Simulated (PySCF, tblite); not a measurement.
# C₃H₁₁FSi₂: geometry, infrared bands and NMR shifts

Aim: predict the infrared bands and NMR shifts of C₃H₁₁FSi₂ (`FCCC([SiH3])[SiH3]`).

Programs: tblite 0.8.0 and PySCF 2.14.0, with density-fitted response routines of our own. Each step states its level of theory. These are calculated values for one molecule in the gas phase, unless marked as measured. Atoms are numbered from 0 throughout.

## (1) Starting geometry

17 atoms, charge 0, multiplicity 1; geometry from: force field or distance geometry start.

Bonds of the start (Å): F0–C1 1.37, C1–C2 1.50, C2–C3 1.49, C3–Si4 1.85, C3–Si5 1.87, C1–H6 1.13, C1–H7 1.12, C2–H8 1.12, C2–H9 1.13, C3–H10 1.13, Si4–H11 1.49, Si4–H12 1.45, Si4–H13 1.50, Si5–H14 1.47, Si5–H15 1.50, Si5–H16 1.45.

## (2) Relaxing the molecule with GFN2-xTB

What the job is given:

```
{"job": {"kind": "relax", "xc": "GFN2-xTB", "basis": "xTB"}, "charge": 0, "multiplicity": 1}
F      1.299300    -2.025000    -0.676600
C      1.940200    -0.831300    -0.465500
C      0.975200     0.308800    -0.544600
C     -0.149500     0.244400     0.433500
Si    -1.223800    -1.256200     0.341700
Si    -1.260000     1.741900     0.248500
H      2.427300    -0.867600     0.555600
H      2.788700    -0.709400    -1.182200
H      1.553700     1.250000    -0.358100
H      0.570400     0.436300    -1.592000
H      0.308700     0.244800     1.461300
H     -2.255800    -1.121800     1.405900
H     -0.566200    -2.520200     0.594400
H     -2.009800    -1.252100    -0.931200
H     -0.756200     2.494600    -0.906100
H     -1.001800     2.549600     1.480600
H     -2.647300     1.325200     0.124900
```

Launch:

```bash
OMP_NUM_THREADS=1 python probes_run.py task.json out
```

The driver reads the jobs from task.json and runs them one after another.

**Question.** This job is followed by: GFN2-xTB harmonic vibrations, gas phase; GIAO PBE0/pcSseg-1 NMR shielding, non-relativistic, gas phase. Predict these results of the whole session: strongest single infrared mode (GFN2-xTB); zero-point energy (GFN2-xTB); ¹³C shifts against TMS (PBE0/pcSseg-1); ¹H shifts against TMS (PBE0/pcSseg-1, means over atoms taken as alike); ¹⁹F shifts against CFCl3 (PBE0/pcSseg-1); ²⁹Si shifts against TMS (PBE0/pcSseg-1, means over atoms taken as alike).

**Answer**, as computed:

| quantity | value |
| --- | --- |
| strongest single infrared mode (GFN2-xTB) | 786 cm⁻¹, 480 km/mol |
| zero-point energy (GFN2-xTB) | 77.1 kcal/mol |
| ¹³C shifts against TMS (PBE0/pcSseg-1) | 90.2, 35.7, 2.7 ppm |
| ¹H shifts against TMS (PBE0/pcSseg-1, means over atoms taken as alike) | 4.84, 3.94, 1.79, 0.14 ppm |
| ¹⁹F shifts against CFCl3 (PBE0/pcSseg-1) | -239.1 ppm |
| ²⁹Si shifts against TMS (PBE0/pcSseg-1, means over atoms taken as alike) | -64.4 ppm |

What this shows: The optimisation took 134 steps and gained 0.446 eV; among the close pairs (by a distance rule), C3–Si4 changed most, from 1.848 to 1.913 Å. All 45 modes are real, so the xTB geometry is a minimum. The strongest single mode, at 786 cm⁻¹, is spread over several atoms, H16, H15, H14, H13 among them. Unscaled tight-binding wavenumbers are off by several per cent, some by more. Its intensities can rank the bands wrongly. The most deshielded carbon is C1 (sp3 CH2 bonded to F), at 90.2 ppm: pulled downfield by the heteroatom. H6, H7 (mean) (hydrogen on an sp3 CH2 bonded to F) lies farthest downfield among hydrogen, at 4.84 ppm; its carbon carries F, an electronegative neighbour. At PBE0/pcSseg-1: The largest span, 99 ppm, is at F0, where the paramagnetic term is -65 ppm.
